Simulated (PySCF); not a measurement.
# C₆H₅F: excited states, first hyperpolarisability

Wanted: excited states, first hyperpolarisability for C₆H₅F (`Fc1ccccc1`).

Programs: PySCF 2.14.0, with routines of our own; each step states its level. All values are computed. Atoms count from 0.

## 1. The starting structure

12 atoms, charge 0, multiplicity 1; geometry from: GFN2-xTB.

## 2. Geometry optimisation at PBE0-D3(BJ)/def2-SVP

What the job is given:

```
{"job": {"xc": "PBE0", "basis": "def2-SVP", "d3": "d3bj", "grid": 2, "kind": "geom"}, "charge": 0, "multiplicity": 1}
F     -2.255213    -1.465224     0.011692
C     -1.122564    -0.729488     0.004484
C      0.097591    -1.379539    -0.019046
C      1.252996    -0.617615    -0.026258
C      1.178173     0.765381    -0.009484
C     -0.054904     1.395957     0.014139
C     -1.220560     0.649697     0.020793
H      0.130888    -2.457517    -0.030474
H      2.214578    -1.107869    -0.044809
H      2.083462     1.353298    -0.013799
H     -0.111310     2.473986     0.027126
H     -2.191939     1.118246     0.039608
```

On the command line:

```bash
> OMP_NUM_THREADS=1 python excited_run.py task.json out
```

One launch serves the whole session: the jobs run in the order shown.

The program printed:

```text
step   0  E = -330.88162604  max force = 0.016699
step   1  E = -330.88287403  max force = 0.002790
step   2  E = -330.88289128  max force = 0.001048
step   3  E = -330.88288847  max force = 0.001175
step   4  E = -330.88289314  max force = 0.000340
optimisation converged
```

Run time: 30 s. Hardware: 1 thread of Arm Neoverse V1, shared host; peak memory 0.67 GiB.

Relaxation path:

```tsv
step	energy from step 0 (eV)	largest force component (eV/Å)
0	0.0000	0.8587
1	-0.0340	0.1435
2	-0.0344	0.0539
3	-0.0344	0.0604
4	-0.0345	0.0175
```

Distances of close pairs at the start and the end, largest changes first:

```tsv
bond	before (Å)	after (Å)	change (Å)
F0–C1	1.351	1.333	-0.018
C3–H8	1.080	1.092	+0.013
C2–H7	1.079	1.091	+0.013
C5–H10	1.080	1.092	+0.013
C6–H11	1.079	1.091	+0.013
C4–H9	1.079	1.092	+0.012
C3–C4	1.385	1.395	+0.010
C4–C5	1.385	1.395	+0.010
```

The next job starts from the end point, and lists it.

```tsv
at the end point	value
point group (found at 0.08 Å tolerance)	C2v
rotational constants (GHz, main isotopes)	5.682, 2.574, 1.772
dipole moment (D)	1.35
```

## 3. Excited states: TDA wB97X-D/def2-TZVPD

What the job is given:

```
{"job": {"kind": "states", "xc": "wB97X-D", "basis": "def2-TZVPD", "tda": true, "soc": true, "nstates": 6, "ntriplets": 5, "nquad": 4}, "charge": 0, "multiplicity": 1}
F     -2.228584    -1.285671    -0.132975
C     -1.115633    -0.552673    -0.135627
C      0.116314    -1.195852    -0.157179
C      1.276002    -0.422979    -0.159387
C      1.198619     0.969651    -0.140300
C     -0.049602     1.591911    -0.118985
C     -1.218790     0.833288    -0.116516
H      0.148768    -2.286673    -0.171736
H      2.249936    -0.917437    -0.176137
H      2.110754     1.569735    -0.142049
H     -0.117863     2.682083    -0.103995
H     -2.207343     1.295547    -0.099987
```

Method: TDA wB97X-D/def2-TZVPD excited states, vertical, gas phase, spin-orbit mean-field couplings.

The program printed:

```text
coarse grid: 10704 points
cycle   1  E = -331.4575695470  dE =  1.416e+00  |g| = 5.049e-01  |ddm| = 4.170e+00
cycle   2  E = -331.4655871490  dE = -8.018e-03  |g| = 5.304e-01  |ddm| = 2.584e+00
cycle   3  E = -331.5071673271  dE = -4.158e-02  |g| = 5.436e-02  |ddm| = 1.215e+00
cycle   4  E = -331.5076904716  dE = -5.231e-04  |g| = 2.584e-02  |ddm| = 1.883e-01
cycle   5  E = -331.5078442142  dE = -1.537e-04  |g| = 4.875e-03  |ddm| = 6.818e-02
cycle   6  E = -331.5078498152  dE = -5.601e-06  |g| = 1.306e-03  |ddm| = 2.313e-02
final grid: 105712 points
cycle   7  E = -331.4989052548  dE = -1.648e-04  |g| = 8.608e-03  |ddm| = 7.234e-01
cycle   8  E = -331.4989036278  dE =  1.627e-06  |g| = 9.427e-03  |ddm| = 8.340e-02
cycle   9  E = -331.4989161279  dE = -1.250e-05  |g| = 5.730e-04  |ddm| = 2.060e-02
cycle  10  E = -331.4989161859  dE = -5.796e-08  |g| = 2.418e-04  |ddm| = 6.650e-03
cycle  11  E = -331.4989161981  dE = -1.225e-08  |g| = 4.713e-05  |ddm| = 7.963e-04
cycle  12  E = -331.4989161989  dE = -8.195e-10  |g| = 2.070e-05  |ddm| = 3.041e-04
converged SCF energy = -331.4989161989

Singlet excitations
state   eV       nm        f     d(h-e)  d(exc)  Lambda  PR(NTO)  |dmu|/D   mu/D   main configurations
  1   5.4793   226.3   0.01251   0.083   2.632   0.686   1.878    0.194    1.218   H->L 0.63, H-1->L+1 0.36
  2   6.4103   193.4   0.00028   0.129   2.683   0.855   2.093    0.417    0.996   H->L+1 0.52, H-1->L 0.46
  3   6.9532   178.3   0.00300   0.797   3.942   0.271   1.027    3.226    1.814   H->L+2 0.94
  4   7.3147   169.5   0.00000   0.559   3.863   0.283   1.056    2.170    0.758   H-1->L+2 0.93
  5   7.5125   165.0   0.03348   0.503   3.914   0.258   1.081                     H->L+4 0.76, H->L+7 0.11
  6   7.6998   161.0   0.00000   0.349   4.327   0.163   1.105                     H->L+3 0.93

Triplet excitations (Tamm-Dancoff)
state   eV     d(h-e)  d(exc)  Lambda  PR(NTO)   main configurations
  1   4.2232   0.028   2.390   0.853   2.103   H->L+1 0.51, H-1->L 0.45
  2   4.6328   0.100   2.616   0.698   1.100   H->L 0.94
  3   4.8514   0.087   2.600   0.865   1.997   H-1->L 0.53, H->L+1 0.46
  4   5.4320   0.094   2.575   0.663   1.101   H-1->L+1 0.94
  5   6.9532   0.913   3.959   0.270   1.029   H->L+2 0.94
S1 - T1 = 1.2561 eV

Spin-orbit couplings |<S|Hso|T>| (cm-1)
             T1       T2       T3       T4       T5
S0        0.005    0.069    0.004    0.094    0.343
S1        0.051    0.000    0.016    0.000    0.309
S2        0.001    0.036    0.000    0.042    2.235
S3        2.130    0.082    1.884    0.128    0.010
S4        0.336    0.668    0.117    2.345    0.372
S5        0.466    2.012    1.137    0.007    0.012
S6        2.346    1.906    0.972    0.172    8.095
T1 sublevels (cm-1): 0.000 0.000 0.000   radiative rates (1/s): 8e-07 0.000313 0.0315
```

Wall time 64 s (1 thread of Arm Neoverse V1, shared host); peak memory 1.1 GiB.

In short:

```tsv
quantity	value
S1 less T1	1.26 eV
```

## 4. Excited states: TDDFT CAM-B3LYP/def2-TZVPD

The job, as its differences from that of step 3:

```diff
@@ -1,2 +1,2 @@
-{"job": {"kind": "states", "xc": "wB97X-D", "basis": "def2-TZVPD", "tda": true, "soc": true, "nstates": 6, "ntriplets": 5, "nquad": 4}, "charge": 0, "multiplicity": 1}
+{"job": {"kind": "states", "xc": "CAM-B3LYP", "basis": "def2-TZVPD", "tpa": true, "nstates": 8, "nquad": 6, "ntriplets": 0}, "charge": 0, "multiplicity": 1}
 F     -2.228584    -1.285671    -0.132975
```

Level: TDDFT CAM-B3LYP/def2-TZVPD excited states, vertical, gas phase, two-photon moments by quadratic response.

The program printed:

```text
coarse grid: 10704 points
cycle   1  E = -331.4139723782  dE =  1.347e+00  |g| = 5.134e-01  |ddm| = 4.245e+00
cycle   2  E = -331.4113312453  dE =  2.641e-03  |g| = 5.865e-01  |ddm| = 2.568e+00
cycle   3  E = -331.4642629481  dE = -5.293e-02  |g| = 6.115e-02  |ddm| = 1.296e+00
cycle   4  E = -331.4648374837  dE = -5.745e-04  |g| = 3.201e-02  |ddm| = 1.179e-01
cycle   5  E = -331.4650742957  dE = -2.368e-04  |g| = 5.049e-03  |ddm| = 4.726e-02
cycle   6  E = -331.4650793532  dE = -5.057e-06  |g| = 1.614e-03  |ddm| = 1.315e-02
final grid: 105712 points
cycle   7  E = -331.4600393462  dE = -4.200e-05  |g| = 3.825e-03  |ddm| = 1.809e-01
cycle   8  E = -331.4600391349  dE =  2.113e-07  |g| = 4.125e-03  |ddm| = 1.212e-02
cycle   9  E = -331.4600421442  dE = -3.009e-06  |g| = 5.606e-04  |ddm| = 7.863e-03
cycle  10  E = -331.4600421828  dE = -3.861e-08  |g| = 1.936e-04  |ddm| = 1.391e-03
cycle  11  E = -331.4600421899  dE = -7.113e-09  |g| = 3.783e-05  |ddm| = 5.576e-04
cycle  12  E = -331.4600421902  dE = -3.240e-10  |g| = 1.279e-05  |ddm| = 8.529e-05
converged SCF energy = -331.4600421902

Singlet excitations
state   eV       nm        f     d(h-e)  d(exc)  Lambda  PR(NTO)  |dmu|/D   mu/D   delta(TPA)   sigma/GM   main configurations
  1   5.3976   229.7   0.01410   0.080   2.641   0.683   1.860    0.216    1.273        0.28      0.003   H->L 0.69, H-1->L+1 0.31
  2   6.1439   201.8   0.00055   0.118   2.684   0.846   2.139    0.367    1.122        6.80      0.094   H->L+1 0.54, H-1->L 0.45
  3   6.6656   186.0   0.00277   0.849   3.987   0.283   1.020    3.355    1.867       27.68      0.451   H->L+2 0.96
  4   7.0331   176.3   0.00000   0.636   3.912   0.296   1.041    2.431    0.943       66.86      1.212   H-1->L+2 0.95
  5   7.0785   175.2   0.58321   0.138   2.697   0.818   2.404    0.317    1.171       10.44      0.192   H-1->L 0.53, H->L+1 0.44
  6   7.1055   174.5   0.57741   0.113   2.717   0.645   1.953    0.272    1.217        0.18      0.003   H-1->L+1 0.67, H->L 0.29
  7   7.2068   172.0   0.02530   0.661   3.981   0.269   1.059                                            H->L+4 0.84
  8   7.3770   168.1   0.00000   0.355   4.318   0.171   1.080                                            H->L+3 0.95
```

It took 84 s on 1 thread of Arm Neoverse V1, shared host; peak memory 1.1 GiB.

## 5. First hyperpolarisability: quadratic response CAM-B3LYP/def2-TZVPD

The job, as its differences from that of step 4:

```diff
@@ -1,2 +1,2 @@
-{"job": {"kind": "states", "xc": "CAM-B3LYP", "basis": "def2-TZVPD", "tpa": true, "nstates": 8, "nquad": 6, "ntriplets": 0}, "charge": 0, "multiplicity": 1}
+{"job": {"kind": "beta", "xc": "CAM-B3LYP", "basis": "def2-TZVPD"}, "charge": 0, "multiplicity": 1}
 F     -2.228584    -1.285671    -0.132975
```

With the program's defaults for keys left out, this is: quadratic response CAM-B3LYP/def2-TZVPD first hyperpolarisability, Taylor convention, gas phase.

The program printed:

```text
coarse grid: 10704 points
cycle   1  E = -331.4139723782  dE =  1.347e+00  |g| = 5.134e-01  |ddm| = 4.245e+00
cycle   2  E = -331.4113312453  dE =  2.641e-03  |g| = 5.865e-01  |ddm| = 2.568e+00
cycle   3  E = -331.4642629481  dE = -5.293e-02  |g| = 6.115e-02  |ddm| = 1.296e+00
cycle   4  E = -331.4648374837  dE = -5.745e-04  |g| = 3.201e-02  |ddm| = 1.179e-01
cycle   5  E = -331.4650742957  dE = -2.368e-04  |g| = 5.049e-03  |ddm| = 4.726e-02
cycle   6  E = -331.4650793532  dE = -5.057e-06  |g| = 1.614e-03  |ddm| = 1.315e-02
final grid: 105712 points
cycle   7  E = -331.4600393462  dE = -4.200e-05  |g| = 3.825e-03  |ddm| = 1.809e-01
cycle   8  E = -331.4600391349  dE =  2.113e-07  |g| = 4.125e-03  |ddm| = 1.212e-02
cycle   9  E = -331.4600421442  dE = -3.009e-06  |g| = 5.606e-04  |ddm| = 7.863e-03
cycle  10  E = -331.4600421828  dE = -3.861e-08  |g| = 1.936e-04  |ddm| = 1.391e-03
cycle  11  E = -331.4600421899  dE = -7.113e-09  |g| = 3.783e-05  |ddm| = 5.576e-04
cycle  12  E = -331.4600421902  dE = -3.240e-10  |g| = 1.279e-05  |ddm| = 8.529e-05
converged SCF energy = -331.4600421902

Lowest singlets (eV, f): 5.3976 0.0141  6.1439 0.0006  6.6656 0.0028

First hyperpolarisability (au)
process     nm      |vector|   parallel      HRS      DR
static         -      180.98    -108.59      70.18   6.461
shg       1907.0      187.23    -112.34      72.58   6.483
eope      1907.0      183.02    -109.81          -       -
shg       1064.0      202.57    -121.54      78.42   6.544
eope      1064.0      187.69    -112.61          -       -
```

It took 60 s on 1 thread of Arm Neoverse V1, shared host; peak memory 1.2 GiB.

## 6. Excited states: TDA wB97X-D/def2-TZVPD in tetrahydrofuran

The job, as its differences from that of step 5:

```diff
@@ -1,2 +1,2 @@
-{"job": {"kind": "beta", "xc": "CAM-B3LYP", "basis": "def2-TZVPD"}, "charge": 0, "multiplicity": 1}
+{"job": {"kind": "states", "xc": "wB97X-D", "basis": "def2-TZVPD", "tda": true, "soc": true, "nstates": 6, "ntriplets": 5, "nquad": 4, "solvent": "tetrahydrofuran"}, "charge": 0, "multiplicity": 1}
 F     -2.228584    -1.285671    -0.132975
```

With the program's defaults for keys left out, this is: TDA wB97X-D/def2-TZVPD excited states, vertical, IEF-PCM tetrahydrofuran (non-equilibrium response), spin-orbit mean-field couplings.

The program printed:

```text
coarse grid: 10704 points
cycle   1  E = -331.4627400868  dE =  1.411e+00  |g| = 4.992e-01  |ddm| = 4.161e+00
cycle   2  E = -331.4718217018  dE = -9.082e-03  |g| = 5.170e-01  |ddm| = 2.271e+00
cycle   3  E = -331.5111921928  dE = -3.937e-02  |g| = 5.136e-02  |ddm| = 1.060e+00
cycle   4  E = -331.5116759233  dE = -4.837e-04  |g| = 2.458e-02  |ddm| = 2.319e-01
cycle   5  E = -331.5118103990  dE = -1.345e-04  |g| = 5.431e-03  |ddm| = 9.027e-02
cycle   6  E = -331.5118175520  dE = -7.153e-06  |g| = 1.467e-03  |ddm| = 3.130e-02
final grid: 105712 points
cycle   7  E = -331.5028249699  dE = -1.653e-04  |g| = 8.538e-03  |ddm| = 7.639e-01
cycle   8  E = -331.5028242659  dE =  7.040e-07  |g| = 9.153e-03  |ddm| = 8.578e-02
cycle   9  E = -331.5028357755  dE = -1.151e-05  |g| = 5.607e-04  |ddm| = 1.930e-02
cycle  10  E = -331.5028358278  dE = -5.222e-08  |g| = 3.012e-04  |ddm| = 6.701e-03
cycle  11  E = -331.5028358488  dE = -2.107e-08  |g| = 4.607e-05  |ddm| = 9.800e-04
cycle  12  E = -331.5028358498  dE = -9.636e-10  |g| = 1.454e-05  |ddm| = 4.402e-04
converged SCF energy = -331.5028358498

Singlet excitations
state   eV       nm        f     d(h-e)  d(exc)  Lambda  PR(NTO)  |dmu|/D   mu/D   main configurations
  1   5.4861   226.0   0.01630   0.079   2.629   0.688   1.859    0.212    1.538   H->L 0.64, H-1->L+1 0.35
  2   6.3833   194.2   0.00001   0.111   2.675   0.856   2.101    0.414    1.336   H->L+1 0.51, H-1->L 0.47
  3   6.9631   178.1   0.00088   0.143   3.827   0.279   1.031    0.465    1.285   H->L+2 0.91
  4   7.3146   169.5   0.00000   0.155   3.789   0.284   1.045    0.567    1.183   H-1->L+2 0.90
  5   7.3792   168.0   1.04188   0.092   2.713   0.653   2.028                     H-1->L+1 0.60, H->L 0.31
  6   7.4239   167.0   1.05991   0.159   2.675   0.829   2.276                     H-1->L 0.47, H->L+1 0.44

Triplet excitations (Tamm-Dancoff)
state   eV     d(h-e)  d(exc)  Lambda  PR(NTO)   main configurations
  1   4.2401   0.029   2.389   0.854   2.106   H->L+1 0.50, H-1->L 0.45
  2   4.6737   0.085   2.613   0.699   1.117   H->L 0.94
  3   4.8678   0.079   2.598   0.865   2.000   H-1->L 0.52, H->L+1 0.47
  4   5.4226   0.083   2.574   0.665   1.117   H-1->L+1 0.94
  5   6.9984   0.096   3.856   0.278   1.032   H->L+2 0.92
S1 - T1 = 1.2460 eV

Spin-orbit couplings |<S|Hso|T>| (cm-1)
             T1       T2       T3       T4       T5
S0        0.005    0.073    0.004    0.090    1.167
S1        0.051    0.000    0.017    0.000    0.389
S2        0.001    0.035    0.000    0.044    1.691
S3        1.606    0.252    1.391    0.105    0.012
S4        0.344    0.556    0.013    1.868    0.107
S5        0.001    0.002    0.120    0.002    0.966
S6        0.002    0.108    0.004    0.063    1.775
T1 sublevels (cm-1): 0.000 0.000 0.000   radiative rates (1/s): 8.86e-07 0.000403 0.00371
```

It took 63 s on 1 thread of Arm Neoverse V1, shared host; peak memory 1.1 GiB.

In short:

```tsv
quantity	value
S1 less T1	1.25 eV
```

## 7. What came out

| quantity | value |
| --- | --- |
| point group | C2v |
| rotational constants (main isotopes) | 5.68, 2.57, 1.77 GHz |
| S1 less T1 (step 3, TDA wB97X-D/def2-TZVPD) | 1.26 eV |
| β vector (step 5, quadratic response CAM-B3LYP/def2-TZVPD) | static 181, SHG 1907.0 nm 187, SHG 1064.0 nm 203 au |
| S1 less T1 (step 6, TDA wB97X-D/def2-TZVPD in tetrahydrofuran) | 1.25 eV |

In words: The optimisation took 4 steps and gained 0.034 eV; among the close pairs (by a distance rule), F0–C1 changed most, from 1.351 to 1.333 Å. No frequency check was run at this level, so the end point may be a saddle. In step 3, the number of triplets below S1 is 4, and the largest singlet-triplet spin-orbit coupling is S6–T5, 8.10 cm⁻¹. β grows from 181 au (static) to 203 au for doubling at 1064.0 nm: normal dispersion, which grows as twice the photon energy moves toward the bright states. In step 6, the number of triplets below S1 is 4, and the largest singlet-triplet spin-orbit coupling is S4–T4, 1.87 cm⁻¹.
